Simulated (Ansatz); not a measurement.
# Si5Ge: the cost of one run

Program: Ansatz 0.2.0. Level of theory: DFT PBE, scalar-relativistic, plane waves, PAW. These are calculated values, not measurements.

## 1. The starting structure

It takes space group P-6m2 (No. 187, hexagonal). Conventional cell: a = 2.699 Å, b = 2.699 Å, c = 15.095 Å, α = 90.00°, β = 90.00°, γ = 120.00°. Around Si (site symmetry 3m) lie 12 Si at 2.70 to 2.96 Å. Si (site symmetry -6m2) is surrounded by 12 Si at 2.70 to 2.96 Å. Around Si (site symmetry 3m) lie 9 Si at 2.70 to 2.96 Å and 3 Ge at 2.96 Å. Ge (site symmetry -6m2) has 6 Ge at 2.70 Å and 6 Si at 2.96 Å as nearest neighbours.

As a file:

```cif
data_structure
_symmetry_space_group_name_H-M 'P 1'
_symmetry_Int_Tables_number 1
_cell_length_a 2.6995
_cell_length_b 2.6995
_cell_length_c 15.0954
_cell_angle_alpha 90.000
_cell_angle_beta 90.000
_cell_angle_gamma 120.000
_cell_volume 95.26
loop_
_atom_site_label
_atom_site_type_symbol
_atom_site_fract_x
_atom_site_fract_y
_atom_site_fract_z
_atom_site_occupancy
Si1 Si 0.33333 0.66667 0.83333 1
Si2 Si 0.33333 0.66667 0.16667 1
Si3 Si 0.66667 0.33333 0.00000 1
Si4 Si 0.66667 0.33333 0.33333 1
Si5 Si 0.66667 0.33333 0.66667 1
Ge1 Ge 0.33333 0.66667 0.50000 1
```

The start is an ordering of an alloy on its end members' structure types: elements ordered on the sites of the Zn type, Si/Ge on Zn (P-6m2, No. 187).

## 2. Probe: one point on a coarse mesh

input.yaml reads:

```yaml
crystal:
  lattice:
    - [2.69946675, 0.0, 0.0]
    - [-1.34973337, 2.33780678, 0.0]
    - [0.0, 0.0, 15.09539984]
  atoms:
    - { symbol: Si, position: [0.33333333, 0.66666667, 0.83333333] }
    - { symbol: Si, position: [0.33333333, 0.66666667, 0.16666667] }
    - { symbol: Si, position: [0.66666667, 0.33333333, 0.0] }
    - { symbol: Si, position: [0.66666667, 0.33333333, 0.33333333] }
    - { symbol: Si, position: [0.66666667, 0.33333333, 0.66666667] }
    - { symbol: Ge, position: [0.33333333, 0.66666667, 0.5] }
basis:
  ecutwfc: 420
kpoints:
  mp_grid: { grid: [6, 6, 1] }
hamiltonian:
  xc: pbe
scf:
  occupations: { method: gaussian, width: 0.1 }
  lower_state_search: "off"
output:
  forces: true
  stress: true
  eigenvalues: true
```

Launch:

```console
$ ansatz run input.yaml --threads 1 --pin off --max-ram 2560MiB --backend cpu --events-out ev --progress --plain --runs-dir out
```

Q: Estimate wall time and peak memory on 1 thread of AMD EPYC (Zen 3), shared host.

About 3.1 s, with a peak of 0.33 GiB.
